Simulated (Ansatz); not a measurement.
# BrClGaH: the cost of one run

Computed with the Python package of Ansatz 0.2.0. The levels of theory stand in the script.

### Step 1. The system

Bond lengths: Cl1–Ga2 2.127 Å, Ga2–Br3 2.427 Å, Ga2–H4 1.424 Å. Angles: Cl1–Ga2–Br3 116.6°, Cl1–Ga2–H4 115.5°, Br3–Ga2–H4 127.2°.

The script holds or builds the structure itself.

### Step 2. The code

The input, brclgah.py:

```python
import logging
import sys

import ansatz
from ase import Atoms

logging.basicConfig(stream=sys.stdout, format="%(levelname)s:%(name)s:%(message)s")
logger = logging.getLogger("run")
logger.setLevel(logging.INFO)


def main() -> None:
    atoms = Atoms(["Cl", "Ga", "Br", "H"], positions=[
        (-1.9483, 0.0021, -0.5373),
        (0.13, 0.1786, -0.1223),
        (1.183, -1.7106, 0.9794),
        (0.6909, 1.4695, -0.3401),
    ])
    system = ansatz.Crystal.molecule_from_ase(atoms)

    job = system.calculation().basis(gaussian="def2-SVP").correlation(active_electrons=2, active_orbitals=2)
    for method in [None, "sc_nevpt2"]:
        data = (job if method is None else job.correlation(method)).run(threads=1).report
        space = data["configurations"]
        state = space["states"][0]
        print(method or "casscf", f"total {data['free_energy_ev'] / 27.211386246:.6f} Ha, active-space state {state['energy']['hartree']:.6f} Ha, mean field {data['reference_energy_ev'] / 27.211386246:.6f} Ha")
        print("  determinants", state["n_determinants"], " natural occupations", [round(n, 3) for n in space["natural_occupations"]])


if __name__ == "__main__":
    main()
```

### Step 3. The input behind the calls

The package turns the script's settings into the engine's input (first run):

```yaml
crystal:
  periodic: [false, false, false]
  atoms:
    - { symbol: Cl, position_ang: [-1.9483, 0.0021, -0.5373] }
    - { symbol: Ga, position_ang: [0.13, 0.1786, -0.1223] }
    - { symbol: Br, position_ang: [1.183, -1.7106, 0.9794] }
    - { symbol: H, position_ang: [0.6909, 1.4695, -0.3401] }
basis:
  gaussian:
    orbitals: def2-SVP
correlation:
  active_space:
    window:
      electrons: 2
      orbitals: 2
```

### Step 4. The run

On the command line:

```
> python brclgah.py
```

**Question.** How long does this script take on 1 thread of Intel Xeon Platinum 8259CL at 2.50GHz (Skylake/Cascade Lake), shared host, and how much memory does it need?

About 28 s, with a peak of 0.32 GiB.
